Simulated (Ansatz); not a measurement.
Geometry optimisation, DFT LDA, scalar-relativistic, plane waves, PAW (Ansatz).

The input (input.yaml):

```yaml
crystal:
  lattice:
    - [5.71566, 0.0, 0.0]
    - [0.0, 5.6104, 0.0]
    - [0.0, 0.0, 16.124922]
  atoms:
    - { symbol: W, position: [0.0, 0.0, 0.0620158] }
    - { symbol: C, position: [0.0, 0.25, 0.1643399] }
    - { symbol: W, position: [0.25, 0.0, 0.215502] }
    - { symbol: C, position: [0.25, 0.25, 0.3178262] }
    - { symbol: W, position: [0.0, 0.5, 0.0620158] }
    - { symbol: C, position: [0.0, 0.75, 0.1643399] }
    - { symbol: W, position: [0.25, 0.5, 0.215502] }
    - { symbol: C, position: [0.25, 0.75, 0.3178262] }
    - { symbol: W, position: [0.5, 0.0, 0.0620158] }
    - { symbol: C, position: [0.5, 0.25, 0.1643399] }
    - { symbol: W, position: [0.75, 0.0, 0.215502] }
    - { symbol: C, position: [0.75, 0.25, 0.3178262] }
    - { symbol: W, position: [0.5, 0.5, 0.0620158] }
    - { symbol: C, position: [0.5, 0.75, 0.1643399] }
    - { symbol: W, position: [0.75, 0.5, 0.215502] }
    - { symbol: C, position: [0.75, 0.75, 0.3178262] }
    - { symbol: C, position: [0.2544408, -0.0084893, 0.3674388] }
    - { symbol: H, position: [0.1953481, -0.1819258, 0.3897645] }
    - { symbol: H, position: [0.4313768, 0.0270522, 0.3897645] }
    - { symbol: H, position: [0.1371713, 0.1310895, 0.3897645] }
basis:
  ecutwfc: 420.0
kpoints:
  mp_grid: { grid: [4, 5, 1] }
hamiltonian:
  xc: lda
  pseudopotentials: { kind: paw, azcp: { folder: soft_1 } }
scf:
  occupations: { method: gaussian, width: 0.1 }
  lower_state_search: "off"
relax:
  f_tol: 0.03
  max_steps: 60
  adjacent_minimum: "off"
  constraints: [{ sites: [0, 4, 8, 12] }]
```

Command:

```bash
$ ansatz run input.yaml --threads 4 --pin off --max-ram 10240MiB --backend cpu --events-out ev --progress --plain --runs-dir out
```

Question: Where does it end, and by what steps?

Answer: It converged. Limits of this set-up: coarse k mesh, thin slab, slab without dipole correction, odd electron count without spin, PAW files made for another functional, a typed lattice constant that wasn't relaxed here. After 21 steps the energy has fallen by 12.463 eV; C12 moved furthest, 1.45 Å. Parted: C17–H18 (1.09 → 2.27 Å). Joined: W3–C12 (3.59 → 2.37 Å), W3–C16 (3.59 → 2.49 Å), C4–C12 (2.86 → 1.40 Å), W7–C12 (3.59 → 2.38 Å), W7–C16 (3.59 → 2.46 Å), C8–C16 (2.86 → 1.41 Å).

| step | energy less start (eV) | largest force component (eV/Å) | accepted |
| --- | --- | --- | --- |
| 0 | 0.0000 | 4.162 | yes |
| 1 | -1.9649 | 3.801 | yes |
| 2 | -2.8753 | 4.828 | yes |
| 3 | -4.3562 | 4.055 | yes |
| 4 | -5.5661 | 1.534 | yes |
| 5 | -6.1629 | 1.265 | yes |
| 6 | -6.6923 | 1.811 | yes |
| 7 | -7.4610 | 2.707 | yes |
| 8 | -8.5153 | 3.579 | yes |
| 9 | -9.4736 | 1.568 | yes |
| 10 | -10.0823 | 2.513 | yes |
| 11 | -11.0954 | 3.545 | yes |
| 12 | -12.1341 | 1.974 | yes |
| 13 | -11.6371 | 9.181 | no |
| 14 | -12.3576 | 1.167 | yes |
| 15 | -12.4215 | 0.272 | yes |
| 16 | -12.4429 | 0.140 | yes |
| 17 | -12.4546 | 0.113 | yes |
| 18 | -12.4609 | 0.187 | yes |
| 19 | -12.4534 | 0.231 | no |
| 20 | -12.4626 | 0.072 | yes |
| 21 | -12.4629 | 0.022 | yes |

```xyz
20
Lattice="5.7157 0.0000 0.0000 0.0000 5.6104 0.0000 0.0000 0.0000 16.1249" Properties=species:S:1:pos:R:3
W 0.000 0.000 1.000
C 0.084 1.406 2.440
W 1.423 -0.004 3.341
C 1.180 1.373 4.994
W 0.000 2.805 1.000
C -0.030 4.194 2.575
W 1.465 2.824 3.446
C 1.970 4.519 5.295
W 2.858 0.000 1.000
C 2.909 1.417 2.579
W 4.299 0.004 3.383
C 5.592 1.384 4.489
W 2.858 2.805 1.000
C 2.825 4.206 2.454
W 4.295 2.798 3.413
C 3.133 4.252 4.546
C 1.772 0.328 5.923
H 1.474 -1.916 5.844
H 2.768 0.660 6.261
H 1.126 0.215 6.809
```

Whether the end is a true minimum wasn't checked by a vibrational analysis.

Time of the run: 4.2 min on 4 threads of Arm Neoverse V1, with other jobs on the host, peak memory 1.3 GiB.
